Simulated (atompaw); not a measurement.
# N: generating and testing a PAW (atompaw) potential

Task: generate the file, and judge it by its logarithmic derivatives, its ghosts and its cutoff.

Program: atompaw 4.2.0.5. Reference atom: LDA (PW92), scalar-relativistic, spherical and spin-unpolarised. All values are calculated.

1 further run of the same task is left out (set aside as unsound or not needed).

## 1. Settings

The settings as typed:

```
element                 : nitrogen (N, Z = 7)
type                    : PAW
frozen core             : [He]
valence charge          : 5
reference configuration : 2s2 2p3
partial waves           : 2s (bound): rc 2.00 bohr; 2s channel at -0.7 Ry: rc 0.75 bohr; 2p (bound): rc 2.00 bohr; 2p channel at -0.15 Ry: rc 2.00 bohr
local potential         : troulliermartins scheme with l = 2 at 0 Ry, radius 1.65 bohr
core correction         : smooth core density matched at 1.75 bohr
augmentation charge     : besselshape compensation charge, radius 1.65 bohr; PAW radius 2.00 bohr; waves and projectors: custom rrkj vanderbiltortho
```

The nodes and maxima of the atom's own shells, from an earlier all-electron run, set the scale for the radii.

All-electron outer shells of the reference configuration (LDA (PW92), scalar-relativistic, ld1.x):

```
shell  level (eV)  outermost node (bohr)  outermost maximum (bohr)
   1s     -381.51                      –                      0.15
   2s      -18.42                   0.32                      1.02
   2p       -7.24                      –                      0.97
```

## 2. The generation run

N.input

```
N 7
LDA-PW scalarrelativistic loggrid 1500 logderivrange -3 5 201
2 2 0 0 0 0
2 1 3
0 0 0
c
v
v
1
2.00 1.65 1.65 1.75
y
-0.7
n
y
-0.15
n
custom rrkj vanderbiltortho besselshape
2 0 troulliermartins
2.00
0.75
2.00
2.00
PWSCFOUT
UPFDX 0.0125d0 UPFXMIN -7.d0 UPFZMESH 7.d0
END
```

Started as:

```bash
$ atompaw < N.input > N.log
```

Q: Predict the outcome of this session. Wanted: cutoffs for 10 and 1 mRy, occupied levels; bound ghosts; largest phase difference near zero energy, channels read; lowest eigenvalue of the overlap; share of valence orbitals outside the PAW sphere; UPF file.

As calculated:

| quantity | value |
| --- | --- |
| cutoffs for 10 and 1 mRy, occupied levels | 15 Ry and 21 Ry |
| bound ghosts | none found |
| largest phase difference near zero energy, channels read | 0.001 rad |
| lowest eigenvalue of the overlap (Bessel basis) | 0.109 (s) |
| share of valence orbitals outside the PAW sphere | 2s 13 %, 2p 22 % |
| UPF file | written |

By its cutoff, 15 Ry for the looser tolerance, it is soft on the atom at that tolerance. The slowest occupied level is 2p: taken alone it needs 18 Ry to come within 1 mRy, against 12 Ry for 2s. It is free of bound ghosts as far as tested. Near zero energy the phases of the channels with partial waves agree within 0.001 rad.
